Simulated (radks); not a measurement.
**W⁴⁺ in [Xe] 4f14 5d2: an all-electron calculation**

The task here is to estimate one member of a computed series from the others.

The numbers are computed with radks (a radial shooting solver on a logarithmic mesh, Libxc functionals) version 1 (scalar-relativistic Kohn-Sham, PBEsol, spin-unpolarised, spherical densities, point nucleus), except any that are marked as measured or tabulated.

### The system

| Property | Result |
| --- | --- |
| element | tungsten (Z = 74) |
| charge | +4 |
| electrons | 70 |
| configuration | [Xe] 4f14 5d2 |

The outer shells:

W⁴⁺
```
[Xe] core
4f [↑↓][↑↓][↑↓][↑↓][↑↓][↑↓][↑↓]
5d [↑ ][↑ ][  ][  ][  ]
```

Set-up of the first run:

Input:

```text
Z 74
configuration [Xe] 4f14 5d2 6s0 6p0
relativity scalar-relativistic
functional pbe_sol,pbe_sol
spin unpolarised
nucleus point
c 137.035999084
```

Among the steps run: Self-consistent calculation.

One of the session's tables, all rows but one given; the rest of the session is left out.

It belongs to the step «Shells». Radial moments (bohr):

| level | <r> | outermost maximum (interpolated) | 90 % within | nodes |
| --- | --- | --- | --- | --- |
| 1s | 0.01835 | 0.0115 | 0.0334 | 0 |
| 2s | 0.07758 | 0.0657 | 0.120 | 1 |
| 2p | 0.06945 | 0.0539 | 0.113 | 0 |
| 3s | 0.2011 | 0.185 | 0.295 | 2 |
| 3p | 0.2014 | 0.183 | 0.301 | 1 |
| 3d | 0.1824 | 0.149 | 0.283 | 0 |
| 4s | 0.4496 | 0.421 | 0.646 | 3 |
| 4p | 0.4781 | 0.441 | 0.695 | 2 |
| 4d | 0.5114 | 0.452 | 0.767 | 1 |
| 5s | 1.059 | 0.960 | 1.52 | 4 |
| 5p | 1.222 | 1.08 | 1.77 | 3 |
| 4f | 0.6047 | 0.428 | 1.00 | 0 |
| 5d | 1.658 | 1.40 | 2.48 | 2 |
| 6s | ? | ? | ? | ? |
| 6p | 2.896 | 2.70 | 4.10 | 4 |

**Question.** Estimate the row for 6s.

The run gave: <r>: 2.450; outermost maximum (interpolated): 2.27; 90 % within: 3.47; nodes: 5. In the column «<r>» it lies between 5d (1.658) and 6p (2.896).

Caveats from the session: Spin polarisation and multiplet splitting are left out.
